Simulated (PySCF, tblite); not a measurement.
# C₈H₁₃F: geometry, infrared bands and NMR shifts

What infrared bands and NMR shifts should C₈H₁₃F (`C=C(CC)C(=C)CCF`) show?

Computed with tblite 0.8.0 and PySCF 2.14.0, with density-fitted response routines of our own, on a single molecule in the gas phase. Atoms are numbered from 0 throughout.

## Step 1: The molecule as given

22 atoms, charge 0, multiplicity 1; geometry from: force field or distance geometry start.

Bonds of the start (Å): C0–C1 1.33, C1–C2 1.51, C2–C3 1.52, C1–C4 1.48, C4–C5 1.34, C4–C6 1.52, C6–C7 1.53, C7–F8 1.36, C0–H9 1.07, C0–H10 1.10, C2–H11 1.10, C2–H12 1.11, C3–H13 1.09, C3–H14 1.10, C3–H15 1.11, C5–H16 1.08, C5–H17 1.09, C6–H18 1.09, C6–H19 1.10, C7–H20 1.10, C7–H21 1.10.

## Step 2: Geometry optimisation with GFN2-xTB

Job settings and geometry (Å):

```
{"job": {"kind": "relax", "xc": "GFN2-xTB", "basis": "xTB"}, "charge": 0, "multiplicity": 1}
C     -0.416800     0.874400    -1.927400
C     -0.591800     0.027900    -0.910200
C     -1.920000    -0.074100    -0.193100
C     -1.876600     0.438600     1.233200
C      0.513400    -0.826300    -0.425900
C      0.325100    -2.128200    -0.160000
C      1.886000    -0.194600    -0.258900
C      1.923300     0.883700     0.825100
F      3.205300     1.311600     0.963500
H      0.503800     0.963500    -2.468500
H     -1.243100     1.505700    -2.272600
H     -2.309500    -1.102500    -0.215000
H     -2.684900     0.525500    -0.723500
H     -1.516900     1.465600     1.283600
H     -2.878200     0.406000     1.690300
H     -1.216900    -0.183300     1.871800
H     -0.626200    -2.618000    -0.284900
H      1.145000    -2.759700     0.190200
H      2.250900     0.220100    -1.195700
H      2.631600    -0.960800     0.018900
H      1.585400     0.497500     1.794300
H      1.300400     1.746800     0.560000
```

The run is started by

```
$ OMP_NUM_THREADS=1 python probes_run.py task.json out
```

The driver reads the jobs from task.json and runs them one after another.

**Question.** This job is followed by: GFN2-xTB harmonic vibrations, gas phase; GIAO PBE0/pcSseg-1 NMR shielding, non-relativistic, gas phase. Predict these results of the whole session: strongest single infrared mode (GFN2-xTB); zero-point energy (GFN2-xTB); 13C shifts against TMS (PBE0/pcSseg-1); 1H shifts against TMS (PBE0/pcSseg-1, means over atoms taken as alike); 19F shifts against CFCl3 (PBE0/pcSseg-1); surface potential, 1st and 99th percentile.

As calculated:

| quantity | value |
| --- | --- |
| strongest single infrared mode (GFN2-xTB) | 1032 cm⁻¹, 78 km/mol |
| zero-point energy (GFN2-xTB) | 117.6 kcal/mol |
| 13C shifts against TMS (PBE0/pcSseg-1) | 159.3, 152.0, 120.2, 117.1, 86.8, 44.4, 36.3, 16.5 ppm |
| 1H shifts against TMS (PBE0/pcSseg-1, means over atoms taken as alike) | 5.59, 5.46, 5.34, 5.30, 4.67, 2.92, 2.38, 0.95 ppm |
| 19F shifts against CFCl3 (PBE0/pcSseg-1) | -246.0 ppm |
| surface potential, 1st and 99th percentile | -1.15 V and 0.86 V |

**Reading.** Relaxing lowered the energy by 0.096 eV in 59 steps; the close pair that moved most is C3–H15, from 1.109 to 1.087 Å. All 60 modes are real, so the xTB geometry is a minimum. The strongest single mode, at 1032 cm⁻¹, moves mainly C7 and F8. GFN2-xTB is a fitted tight-binding method: band positions and strengths are rough. Its intensities can rank the bands wrongly. By nearest atom (PBE0/pcSseg-1), the HOMO sits on C0, C5 about 24 % each; C1, C4 about 14 % each and the LUMO on C0, C4, C5 about 18 % each; C1 15 %.
